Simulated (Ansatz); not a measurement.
# CH₅AlO₃: how energies converge with the basis set

How large a basis does CH₅AlO₃ need? Two functionals are run in growing sets.

Program: Ansatz 0.2.0, Gaussian basis. Level of theory: one geometry, several basis sets. These are calculated values, not measurements.

Plan: PBE0-D4/def2-SVP; ωB97M-V/def2-SVP; PBE0-D4/def2-QZVPP; ωB97M-V/def2-QZVPP; the functionals' def2-TZVPP values are taken from earlier runs.

### 1 The relaxed structure

An earlier PBE0-D4 in a triple-zeta def2 set relaxation fixed the geometry.

SMILES `C[O][Al]([OH])[OH]`, 10 atoms, charge 0, spin multiplicity 1.

Atoms are counted from 1 here; the program's logs count them from 0.

Bond lengths: C1–O2 1.399 Å, C1–H6 1.096 Å, C1–H7 1.095 Å, C1–H8 1.095 Å, O2–Al3 1.678 Å, Al3–O4 1.689 Å, Al3–O5 1.689 Å, O4–H9 0.955 Å, O5–H10 0.955 Å. Angles: O2–C1–H6 112.5°, O2–C1–H7 110.0°, O2–C1–H8 110.0°, H6–C1–H7 108.1°, H6–C1–H8 108.1°, H7–C1–H8 107.9°, C1–O2–Al3 134.3°, O2–Al3–O4 120.5°, O2–Al3–O5 119.4°, O4–Al3–O5 120.1°, Al3–O4–H9 122.3°, Al3–O5–H10 122.5°.

### 2 PBE0-D4 in def2-SVP

in.yaml reads:

```yaml
crystal:
  periodic: [false, false, false]
  atoms:
    - {symbol: C, position_ang: [-0.667024, 1.034627, 1.346314]}
    - {symbol: O, position_ang: [-0.411970, -0.190950, 0.721105]}
    - {symbol: Al, position_ang: [0.352916, -0.643785, -0.701816]}
    - {symbol: O, position_ang: [0.467466, -2.273109, -1.132689]}
    - {symbol: O, position_ang: [1.010479, 0.545298, -1.704944]}
    - {symbol: H, position_ang: [-0.278326, 1.885912, 0.775795]}
    - {symbol: H, position_ang: [-0.206922, 1.051622, 2.339910]}
    - {symbol: H, position_ang: [-1.745860, 1.173435, 1.473098]}
    - {symbol: H, position_ang: [0.107069, -2.971642, -0.589416]}
    - {symbol: H, position_ang: [1.455175, 0.337492, -2.524558]}
basis:
  gaussian: {orbitals: def2-SVP}
hamiltonian: {xc: pbe0, dispersion: d4}
output: {orbitals: {seedname: orbitals}}
```

On the command line:

```sh
> ansatz run in.yaml --threads 4 --pin off --events-out ev --progress --plain --max-ram 10444MiB
```

Further steps of the session: ωB97M-V in def2-SVP; PBE0-D4 in def2-QZVPP; ωB97M-V in def2-QZVPP.

**Question.** What will the summary of the whole plan be? Wanted: PBE0-D4: double and triple zeta above quadruple; ωB97M-V: double and triple zeta above quadruple.

The runs gave:

| quantity | value |
| --- | --- |
| PBE0-D4: double and triple zeta above quadruple | 12.15, 0.67 eV |
| ωB97M-V: double and triple zeta above quadruple | 12.33, 0.63 eV |

What this shows: For PBE0-D4 the step from double to triple zeta gains 11.48 eV and the next only 0.67 eV. These are total energies; as a rule much of such shifts cancels in differences, which this series doesn't test. The LUMO of ωB97M-V is positive and keeps falling with the basis (1.53 to 0.72 eV): an unbound level that the basis holds in place.
